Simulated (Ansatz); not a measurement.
# C₂H₅NSi, SMILES N#CC[SiH3]: a rigid scan of one bond length

Program: Ansatz's Python interface.

Run as a notebook:

```python
import ansatz as az
from ase import Atoms
import numpy as np

atoms = Atoms(['N', 'C', 'C', 'Si', 'H', 'H', 'H', 'H', 'H'], positions=[
    (2.7675, -0.4326, -0.1564),
    (1.6436, 0.0427, -0.2689),
    (0.2698, 0.611, -0.419),
    (-0.9127, -0.4407, 0.3904),
    (0.07, 0.7274, -1.4856),
    (0.2814, 1.6264, 0.0382),
    (-2.2973, 0.175, 0.2247),
    (-0.997, -1.782, -0.2347),
    (-0.7368, -0.5734, 1.8942),
])
system = az.Crystal.molecule_from_ase(atoms)
```

```python
symbols = [site.symbol for site in system.cartesian_sites]
start = np.array([site.position_ang for site in system.cartesian_sites])
axis = (start[0] - start[1]) / np.linalg.norm(start[0] - start[1])
moving = [0]
lengths, energies = [1.078, 1.127, 1.176, 1.225, 1.274, 1.323, 1.372, 1.446], []
for length in lengths:
    xyz = start.copy()
    xyz[moving] += (length - np.linalg.norm(start[0] - start[1])) * axis
    point = az.Crystal.molecule()
    for symbol, place in zip(symbols, xyz):
        point = point.atom(symbol, place.tolist())
    model = (
        point.calculation()
        .basis(gaussian='6-31G*')
        .functional('cam_b3lyp')
    )
    summary = model.run(threads=1).report
    energies.append(summary['free_energy_ev'])
    print(f'r = {length:6.3f} A  E = {energies[-1]:.5f} eV  <S^2> = {abs(summary["mean_field"]["state"]["spin_squared"]):.3f}')
```

    r =  1.078 A  E = -11519.35334 eV  <S^2> = 0.000
    r =  1.127 A  E = -11519.75367 eV  <S^2> = 0.000
    r =  1.176 A  E = -11519.78172 eV  <S^2> = 0.000
    r =  1.225 A  E = -11519.53766 eV  <S^2> = 0.000
    r =  1.274 A  E = -11519.09846 eV  <S^2> = 0.000
    r =  1.323 A  E = -11518.52312 eV  <S^2> = 0.000
    r =  1.372 A  E = -11517.85680 eV  <S^2> = 0.000
    r =  1.446 A  E = -11516.75190 eV  <S^2> = 0.000

```python
fit = np.polynomial.Polynomial.fit(lengths, np.array(energies) - min(energies), 4).convert()
roots = [r.real for r in fit.deriv().roots() if abs(r.imag) < 1e-9 and fit.deriv(2)(r.real) > 0]
r_e = min(roots, key=lambda r: abs(r - lengths[int(np.argmin(energies))]))
print(f'minimum of the fit at {r_e:.4f} A, force constant {fit.deriv(2)(r_e):.2f} eV/A^2')
```

    minimum of the fit at 1.1557 A, force constant 129.17 eV/A^2

Total energies depend on the basis set; only differences at equal settings carry meaning. The rest of the molecule is held rigid at a force-field or estimated start geometry, and the basis set is modest; single-reference methods fail as a bond breaks. The orbitals are restricted, so S² is zero by construction. Toward dissociation an unrestricted state can lie under the restricted one, by tenths of an eV for polar bonds under a functional and by 1 to 2 eV or more for others. Wall time of the script: 17 s on 1 thread of Arm Neoverse V2 (shared host), peak memory 0.22 GiB.
